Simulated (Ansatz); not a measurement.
# TiN₂ (septet): from Hartree-Fock to the top rungs, def2-TZVPP

One table from this session's results is given with a row withheld; the runs are named, their logs left out.

Program: Ansatz 0.2.0, Gaussian basis. Level of theory: def2-TZVPP, core rule «outside noble gas», up to 11 orbitals frozen. These are calculated values, not measurements.

Plan: UHF; CCSD(T) on ROHF; CCSD(T) on UHF; CCSDT(Q) on ROHF; CCSDT(Q) on UHF.

10 further runs of the same task are left out: 5 for a known fault of the program, 5 set aside as unsound or not needed.

## The system

The geometry is a PBE0/def2-TZVP stationary point (not a proven minimum) of the parent state, kept for this charge and spin.

3 atoms, charge 0, spin multiplicity 7.

Atoms are counted from 1 here; the program's logs count them from 0.

Bond lengths: Ti1–N2 1.991 Å, N2–N3 1.120 Å. Angles: Ti1–N2–N3 180.0°.

The first run:

File in.yaml:

```yaml
crystal:
  periodic: [false, false, false]
  atoms:
    - {symbol: Ti, position_ang: [0.000000, 0.000000, 1.700283]}
    - {symbol: N, position_ang: [0.000000, 0.000000, -0.290276]}
    - {symbol: N, position_ang: [0.000000, 0.000000, -1.410007]}
basis:
  gaussian: {orbitals: def2-TZVPP}
magnetization: {spin_polarized: true, initial_magnetization: 6}
hamiltonian: {xc: hf}
output: {orbitals: {seedname: orbitals}}
```

Launch:

```
$ ansatz run in.yaml --threads 1 --pin off --events-out ev --progress --plain --max-ram 4096MiB --backend cpu
```

Steps of the session up to this table: UHF; CCSD(T) on ROHF; CCSD(T) on UHF; CCSDT(Q) on ROHF; CCSDT(Q) on UHF.

One of the session's tables, all rows but one given; the rest of the session is left out.

It belongs to the step «Misses and costs». 

| method | from RCCSDT(Q) (meV) |
| --- | --- |
| RMP2 | +1227.6 |
| UMP2 | +1318.7 |
| RCCSD | +725.7 |
| UCCSD | +622.8 |
| RCCSD(T) | ? |
| UCCSD(T) | +51.7 |
| RCCSDT | +58.7 |
| UCCSDT | -21.9 |
| RCCSDT(Q) | 0 |
| UCCSDT(Q) | -90.6 |

**Question.** Estimate the row for RCCSD(T).

As computed: from RCCSDT(Q) (meV): +127.2. In the column «from RCCSDT(Q) (meV)» it lies between RCCSDT (+58.7) and UCCSD (+622.8).

Left out of the table: ROHF, UHF (another determinant or state than the rows shown).

To keep in mind: Warnings: coupled cluster took another determinant than the lowest; large T1 diagnostic. Restricted and unrestricted rows rest on different reference determinants; where their highest levels disagree by more than a few hundredths of an eV, they describe different states and don't form one ladder.
